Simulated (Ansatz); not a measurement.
# LiAs (triplet): wB97M-V, HSE06 over a scan of the distance As1–Li2, cc-pVDZ

Aim: run LiAs (triplet) with these functionals over a scan of the distance As1–Li2, and hold them against the top wave-function level at the same points.

Computed with Ansatz 0.2.0, Gaussian basis. Level: cc-pVDZ, all electrons in the functionals.

The runs, in order: wB97M-V, HSE06, at 1.937 Å; 2.211 Å; 2.416 Å; 2.673 Å; 2.884 Å; 3.394 Å; 3.940 Å; 4.571 Å; 5.285 Å; 6.403 Å; 8.159 Å.

70 further runs of the same task are left out: 47 for a known fault of the program, 1 for a mislabelled method, 18 that didn't finish, 4 set aside as unsound or not needed.

## (1) The geometry

The geometry derives from a PBE0/def2-TZVP stationary point (not a proven minimum). One bond is set to the value named and the two fragments are kept rigid. No spin-orbit coupling is included. The filled d shell of As may be among the frozen orbitals whatever the setting's name suggests; the logs give the count.

2 atoms, charge 0, spin multiplicity 3.

Atoms are counted from 1 here; the program's logs count them from 0.

Bond lengths: As1–Li2 2.416 Å.

No dispersion term is added; wB97M-V holds VV10 nonlocal correlation. HSE06 is the plane-wave form.

The geometry shown and the zero of energy belong to the point 2.416 Å. The yardstick, FCI, and other wave-function levels (R restricted, U unrestricted, valence and pair active spaces) come from earlier runs.

## (2) wB97M-V, 1.937 Å

The input, in.yaml:

```yaml
crystal:
  periodic: [false, false, false]
  atoms:
    - {symbol: As, position_ang: [0.000000, 0.000000, 0.000000]}
    - {symbol: Li, position_ang: [0.000000, 0.000000, 1.937000]}
basis:
  gaussian: {orbitals: cc-pVDZ}
magnetization: {spin_polarized: true, initial_magnetization: 2}
hamiltonian: {xc: {name: wB97M-V}}
output: {orbitals: {seedname: orbitals}}
```

Started as:

```console
$ ansatz run in.yaml --threads 1 --pin off --events-out ev --progress --plain --max-ram 2393MiB
```

The runs that follow: wB97M-V, 2.211 Å; wB97M-V, 2.416 Å; wB97M-V, 2.673 Å; wB97M-V, 2.884 Å; wB97M-V, 3.394 Å; wB97M-V, 3.940 Å; wB97M-V, 4.571 Å; wB97M-V, 5.285 Å; wB97M-V, 6.403 Å; wB97M-V, 8.159 Å; HSE06, 1.937 Å; HSE06, 2.211 Å; HSE06, 2.416 Å; HSE06, 2.673 Å; HSE06, 2.884 Å; HSE06, 3.394 Å; HSE06, 3.940 Å; HSE06, 4.571 Å; HSE06, 5.285 Å; HSE06, 6.403 Å; HSE06, 8.159 Å.

**Question.** What will the summary of the whole plan be? Wanted: span of the FCI curve; largest miss, wB97M-V; largest miss, HSE06.

**Answer**, as computed:

| quantity | value |
| --- | --- |
| span of the FCI curve | 28.3 kcal/mol |
| largest miss, wB97M-V | +13.5 kcal/mol (8.159 Å) |
| largest miss, HSE06 | +8.6 kcal/mol (8.159 Å) |

What this shows: Of the functionals, HSE06 keep the smallest largest miss at the points compared (at most 8.6 kcal/mol) and wB97M-V strays most (13.5 kcal/mol, at 8.159 Å). wB97M-V, HSE06 clearly break the spin symmetry at some points (⟨S²⟩ up to 1.00 above the pure value), so energy there is bought with a mixed spin. Functionals and the yardstick converge differently with the basis, so part of each miss in cc-pVDZ is the basis.
